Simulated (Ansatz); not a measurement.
# AlClH2O2: the cost of one run

Program: Ansatz 0.2.0. Level of theory: UHF/def2-SVP. These are calculated values, not measurements.

## 1. The system as given

Bond lengths: Al1–O2 2.180 Å, Al1–O3 1.618 Å, Al1–H4 1.784 Å, Al1–Cl5 2.006 Å, O2–H6 0.954 Å. Angles: Al1–O2–H6 131.3°, O2–Al1–O3 79.9°, O2–Al1–H4 36.0°, O2–Al1–Cl5 122.2°, O3–Al1–H4 43.9°, O3–Al1–Cl5 157.8°, H4–Al1–Cl5 158.2°.

Coordinates:

```xyz
6

Al   -0.4449    0.8504   -0.0310
O     0.7314   -0.9305    0.4123
O    -1.4447   -0.2956   -0.5831
H    -0.4220   -0.9294   -0.1442
Cl    0.1854    2.6947    0.4428
H     1.3949   -1.3895   -0.0968
```

## 2. Run 1

150 steps of 0.5 fs at constant energy, with velocities drawn for 100 K.

Contents of input.yaml:

```yaml
crystal:
  periodic: [false, false, false]
  atoms:
    - { symbol: Al, position_ang: [-0.4449, 0.8504, -0.031] }
    - { symbol: O, position_ang: [0.7314, -0.9305, 0.4123] }
    - { symbol: O, position_ang: [-1.4447, -0.2956, -0.5831] }
    - { symbol: H, position_ang: [-0.422, -0.9294, -0.1442] }
    - { symbol: Cl, position_ang: [0.1854, 2.6947, 0.4428] }
    - { symbol: H, position_ang: [1.3949, -1.3895, -0.0968] }
magnetization:
  spin_polarized: true
basis:
  gaussian: { orbitals: def2-SVP }
hamiltonian:
  xc: hf
md:
  timestep: 0.5
  n_steps: 150
  ensemble: nve
  temperature: 100.0
  initial_velocities: maxwell_boltzmann
  seed: 429515
```

The run is started by

```
$ ansatz run input.yaml --threads 1 --pin off --max-ram 2048MiB --backend cpu --events-out ev --progress --plain --runs-dir out
```

**Question.** How long does this run take on 1 thread of AMD EPYC, shared host, and how much memory does it need?

About 8.3 min, with a peak of 0.18 GiB.
